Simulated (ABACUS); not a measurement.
**NiMoIrPdW: single point with PBE**

The system is NiMoIrPdW.

```
Ir W Pd Mo Ni
1.0
     4.14670    0.00000    0.00000
    -2.07335    3.59115    0.00000
     0.00000    0.00000    5.41629
Ir W Pd Mo Ni
1 1 1 1 1
Cartesian
  0.0000 2.3941 1.3888
  2.0734 1.1970 5.4155
  0.0000 2.3941 4.0406
  2.0734 1.1970 2.4913
  0.0000 0.0000 0.1203
```

The cell was built by a generator and needn't be a form met in nature.

| Property | Result |
| --- | --- |
| Program | ABACUS 3.10.1 |
| Task | single point |
| Functional | PBE |
| Potentials or basis | PseudoDojo NC SR 0.4.1 PBE standard |
| Cutoff | 1361 eV |
| Density cutoff | 5442 eV |
| Basis | DZP LCAO (the cutoffs set its grid) |
| k mesh | 5 × 5 × 4 |
| Occupations | fermi-dirac, width 0.05 eV |
| Spin | collinear spin, ferromagnetic start |
| Starting moments | [0.6, 0.0, 0.0, 1.0, 1.0] μB |
| Fixed moment | 2 μB |

```yaml
Pressure: 2.3 GPa
Largest_force: 1.085 eV/Å
Net_moment: 2.00 μB per cell
Absolute_moment: 2.00 μB per cell
Site_moments: Ir +0.28; W +0.40; Pd +0.12; Mo +0.82; Ni +0.37 μB
Mulliken_charges: Ir -0.29; W +0.25; Pd +0.24; Mo +0.03; Ni -0.22 e
```

Forces on the atoms (eV/Å):
```
Ir   0.000  0.000 -0.246
W    0.000  0.000 -0.809
Pd   0.000  0.000 -0.021
Mo   0.000  0.000  1.085
Ni   0.000  0.000 -0.009
```

Stress tensor (GPa, compression positive):
```
2.08 0.00 0.00
0.00 2.08 0.00
0.00 0.00 2.71
```

It took 47 s on 4 MPI ranks on Intel(R) Xeon(R) 6975P-C (Granite Rapids), on a shared host, peak memory 1.1 GiB a rank.

Caveat: the atomic orbitals were generated for these runs and aren't a published set; Mulliken charges move with the basis; this set's palladium file may shift the pressure by some GPa; the basis of atomic orbitals isn't converged, which shifts pressures, moduli and gaps; the total moment is fixed, so each spin has its own Fermi level; forces of over 1 eV/Å show positions far from the minimum, so gaps and moduli don't describe the material at rest. The run has no spin-orbit coupling, so splittings on Ir, W are missing.
